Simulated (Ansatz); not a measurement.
Run this with the Python package of Ansatz (0.2.0) and show what comes out.

Script `energy_c5h6b.py`:
```python
'''Single point of C5H6B(-).'''

from pathlib import Path
import warnings

import ansatz as az
from ase import Atoms

warnings.simplefilter('ignore', az.DeckWarning)

atoms = Atoms(['B', 'C', 'C', 'C', 'C', 'C', 'H', 'H', 'H', 'H', 'H', 'H'], positions=[
    (1.4118, 0.3822, 0.0395),
    (0.3289, 1.4022, 0.033),
    (-1.0093, 0.9921, -0.0053),
    (-1.3568, -0.3673, -0.038),
    (-0.3703, -1.3656, -0.0333),
    (0.992, -1.0446, 0.004),
    (2.5516, 0.6907, 0.0715),
    (0.5766, 2.4551, 0.0578),
    (-1.7922, 1.7395, -0.0099),
    (-2.4012, -0.65, -0.0672),
    (-0.6688, -2.4057, -0.0591),
    (1.7376, -1.8286, 0.007),
])
mol = az.Crystal.molecule_from_ase(atoms)

base = (
    mol.calculation()
    .basis(gaussian='def2-SVPD')
    .functional('pbe0')
    .charge(-1)
    .orbitals()
)
res = base.run(runs_dir='runs')
data = res.report

print('reference energy %16.6f eV' % data['reference_energy_ev'])
print('total energy     %16.6f eV' % data['free_energy_ev'])
print('occupied orbitals outside the frozen core (up, down):', data['n_occupied'], ' frozen:', data['n_frozen'], ' virtual:', data['n_virtual'])

lines = Path(data['orbitals_path']).read_text().splitlines()
field_of = lambda key: [line.split('=')[1].strip() for line in lines if line.startswith(key)]
orbitals = [(27.211386 * float(e), s, float(n)) for e, s, n in zip(field_of('Ene='), field_of('Spin='), field_of('Occup='))]
homo = max(e for e, _, n in orbitals if n > 0.5)
lumo = min(e for e, _, n in orbitals if n < 0.5)
for e, spin, n in sorted(orbitals):
    if homo - 15 < e < lumo + 5:
        print(f'{spin:6s} {e:10.3f} eV  occupation {n:.0f}')
```

`python energy_c5h6b.py` gives:
```text
reference energy     -5948.364177 eV
total energy         -5948.364177 eV
occupied orbitals outside the frozen core (up, down): [21, 21]  frozen: 0  virtual: [147, 147]
Alpha     -14.998 eV  occupation 2
Alpha     -13.412 eV  occupation 2
Alpha     -10.815 eV  occupation 2
Alpha      -9.650 eV  occupation 2
Alpha      -8.790 eV  occupation 2
Alpha      -6.406 eV  occupation 2
Alpha      -6.339 eV  occupation 2
Alpha      -6.224 eV  occupation 2
Alpha      -5.404 eV  occupation 2
Alpha      -4.550 eV  occupation 2
Alpha      -3.166 eV  occupation 2
Alpha      -2.948 eV  occupation 2
Alpha      -1.805 eV  occupation 2
Alpha      -0.592 eV  occupation 2
Alpha       4.544 eV  occupation 0
Alpha       5.074 eV  occupation 0
Alpha       5.096 eV  occupation 0
Alpha       5.349 eV  occupation 0
Alpha       5.621 eV  occupation 0
Alpha       6.009 eV  occupation 0
Alpha       6.087 eV  occupation 0
Alpha       6.768 eV  occupation 0
Alpha       7.161 eV  occupation 0
Alpha       7.903 eV  occupation 0
Alpha       8.212 eV  occupation 0
Alpha       8.563 eV  occupation 0
Alpha       8.648 eV  occupation 0
Alpha       8.806 eV  occupation 0
Alpha       9.003 eV  occupation 0
Alpha       9.415 eV  occupation 0
Alpha       9.453 eV  occupation 0
Alpha       9.497 eV  occupation 0
```

Caveats:
- Total energies depend on the basis set; only differences at equal settings carry meaning.
- The geometry is a force-field or estimated start, not a minimum of this method, and the basis set is short of its limit.
- Alpha marks a spatial orbital of a restricted run, filled by both spins.
- Levels such as HOMO and LUMO are orbital energies: with these approximate functionals they aren't the ionisation energy and electron affinity, and their gap isn't the fundamental gap.
- Run time: 7 s on 1 thread of Arm Neoverse V1, with other jobs on the host, peak memory 0.42 GiB.
